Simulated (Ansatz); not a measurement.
**K2LiAlH6: further runs on the relaxed cell**

An exercise on one series of results from a longer session: the logs are not shown, and one member is left open.

Program: Ansatz 0.2.0. Level of theory: DFT PBEsol, scalar-relativistic, plane waves, PAW. These are calculated values, not measurements.

1 further run of the same task is left out (set aside as unsound or not needed).

## Starting point

The structure is cubic, space group Fm-3m (No. 225). The conventional cell has a = 7.712 Å, b = 7.712 Å, c = 7.712 Å, α = 90.00°, β = 90.00°, γ = 90.00°. K (site symmetry -43m) is surrounded by 12 H at 2.73 Å. Li (site symmetry m-3m) is surrounded by 6 H at 2.07 Å. Al (site symmetry m-3m) has 6 H at 1.78 Å in its first shell of neighbours. H (site symmetry 4mm) is surrounded by 1 Al at 1.78 Å and 1 Li at 2.07 Å.

As a file:

```
CELL_PARAMETERS angstrom
0.00000 3.85614 3.85614
3.85614 0.00000 3.85614
3.85614 3.85614 0.00000
ATOMIC_POSITIONS crystal
K 0.75000 0.75000 0.75000
K 0.25000 0.25000 0.25000
Li 0.50000 0.50000 0.50000
Al 0.00000 0.00000 0.00000
H 0.76886 0.23114 0.23114
H 0.76886 0.23114 0.76886
H 0.23114 0.76886 0.76886
H 0.23114 0.76886 0.23114
H 0.23114 0.23114 0.76886
H 0.76886 0.76886 0.23114
```

It goes back to an entry of the Materials Project, which need not be the stable form.

It is the result of an earlier relaxation at this level (volume 11.47 Å³/atom; gap on the mesh: 2.33 eV).

The first run:

The input, input.yaml:

```yaml
crystal:
  lattice:
    - [0.0, 3.8561419173, 3.8561419173]
    - [3.8561419173, 0.0, 3.8561419173]
    - [3.8561419173, 3.8561419173, 0.0]
  atoms:
    - { symbol: K, position: [0.75, 0.75, 0.75] }
    - { symbol: K, position: [0.25, 0.25, 0.25] }
    - { symbol: Li, position: [0.5, 0.5, 0.5] }
    - { symbol: Al, position: [0.0, 0.0, 0.0] }
    - { symbol: H, position: [0.7688618151, 0.2311381849, 0.2311381849] }
    - { symbol: H, position: [0.7688618151, 0.2311381849, 0.7688618151] }
    - { symbol: H, position: [0.2311381849, 0.7688618151, 0.7688618151] }
    - { symbol: H, position: [0.2311381849, 0.7688618151, 0.2311381849] }
    - { symbol: H, position: [0.2311381849, 0.2311381849, 0.7688618151] }
    - { symbol: H, position: [0.7688618151, 0.7688618151, 0.2311381849] }
basis:
  ecutwfc: 420
kpoints:
  mp_grid: { grid: [6, 6, 6] }
  band_path:
    path:
      - [[0.0, 0.0, 0.0], [0.5, 0.0, 0.5], [0.625, 0.25, 0.625]]
      - [[0.375, 0.375, 0.75], [0.0, 0.0, 0.0], [0.5, 0.5, 0.5], [0.5, 0.25, 0.75], [0.5, 0.0, 0.5]]
    npoints: 14
hamiltonian:
  xc: pbesol
scf:
  occupations: { method: gaussian, width: 0.02 }
  n_extra_bands: 25
output:
  forces: true
  stress: true
  eigenvalues: true
  populations: true
  dos: { projected: true, de: 0.02, nscf_kmesh: { grid: [9, 9, 9] } }
  bader: true
```

Run with:

```bash
$ ansatz run input.yaml --threads 2 --pin off --max-ram 5120MiB --backend cpu --events-out ev --progress --plain --runs-dir out
```

Among the steps run: Static run: bands, density of states and charges; Band edges anywhere in the zone; Eigenvalues a small step from each edge; Point at V/V0 = 0.97; The cell scaled to 1.03 of its volume; Volume × 0.94; The cell scaled to 1.06 of its volume.

One of the session's tables, all rows but one given; the rest of the session is left out.

It belongs to the step «Energy against volume». 

```
volume (Å³/atom)  energy above the lowest point (meV/atom)  pressure (GPa)  gap on the mesh (eV)
          10.780                                       4.6            2.21                  2.50
          11.124                                       1.1            1.03                  2.41
          11.468                                       0.0            0.00                  2.33
          11.812                                         ?               ?                     ?
          12.156                                       3.8           -1.66                  2.18
```

Estimate the missing values for volume (Å³/atom) = 11.812.

Worked estimate for «energy above the lowest point (meV/atom)». A straight line through the neighbours (11.468, 0.0) and (12.156, 3.8) gives 0.0 + (3.8 − 0.0) × (11.812 − 11.468) / (12.156 − 11.468) = 1.9; a parabola fitted to 3 rows on both sides gives 0.9.

**Answer.** energy above the lowest point (meV/atom): 1.0; pressure (GPa): -0.90; gap on the mesh (eV): 2.25. In «energy above the lowest point (meV/atom)» the line misses by +0.9 and the parabola by -0.1.

Caveats from the session: Warnings in the runs' records: stress scf threshold loose.
